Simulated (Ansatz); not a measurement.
This script makes vertical spin-state energies of CH3FOSi, SMILES F[SiH]1CO1 with the Python package of Ansatz (0.2.0).

The script, `ch3fosi_spin.py`:
```python
"""Vertical spin-state energies of CH3FOSi."""

import warnings

import ansatz as az

config = {
    "basis": "6-31G*",
    "functional": "pbe0",
}

warnings.simplefilter("ignore", az.DeckWarning)

geometry_ang = [
    ("F", (-2.0028, -0.0902, 0.4339)),
    ("Si", (-0.7302, 0.2675, -0.4044)),
    ("C", (0.8078, -0.0887, 0.461)),
    ("O", (0.3151, -1.0596, -0.3676)),
    ("H", (-0.8527, 0.6932, -1.8347)),
    ("H", (1.7258, 0.4307, 0.1174)),
    ("H", (0.7982, -0.2208, 1.5486)),
]
molecule = az.Crystal.molecule()
for symbol, xyz in geometry_ang:
    molecule = molecule.atom(symbol, xyz)

setup = (
    molecule.calculation()
    .basis(gaussian=config["basis"])
    .functional(config["functional"])
)
found = {}
for unpaired in [0, 2]:
    rep = setup.spin("collinear", total=unpaired).run(threads=1).report
    s = unpaired / 2
    found[unpaired] = rep["free_energy_ev"]
    print(f"2S+1 = {unpaired + 1}: E = {found[unpaired]:.5f} eV, <S^2> = {abs(rep['mean_field']['state']['spin_squared']):.3f} (pure state {s * (s + 1):.2f})")
lowest = min(found, key=found.get)
for unpaired, e in found.items():
    print(f"multiplicity {unpaired + 1}: {96.485332 * (e - found[lowest]):.1f} kJ/mol above the lowest")
```

Which spin state is lowest at this geometry, and how far above lie the others?

In order: multiplicity 1 (+0.00 eV) and multiplicity 3 (+4.21 eV), all at the one geometry.

What the script printed:

`python ch3fosi_spin.py` gives:
```text
2S+1 = 1: E = -13717.81208 eV, <S^2> = 0.000 (pure state 0.00)
2S+1 = 3: E = -13713.59822 eV, <S^2> = 2.005 (pure state 2.00)
multiplicity 1: 0.0 kJ/mol above the lowest
multiplicity 3: 406.6 kJ/mol above the lowest
```

Total energies depend on the basis set; only differences at equal settings carry meaning. The geometry is a force-field or estimated start, not a minimum of this method, and the basis set is short of its limit. All parts are taken at fixed geometry, without zero-point energy. Timing: 4 s on 1 thread of Intel(R) Xeon(R) 6975P-C (Granite Rapids), with other jobs on the host, peak memory 0.23 GiB.

(Lines on the test bed's own set-up are left out of the output.)
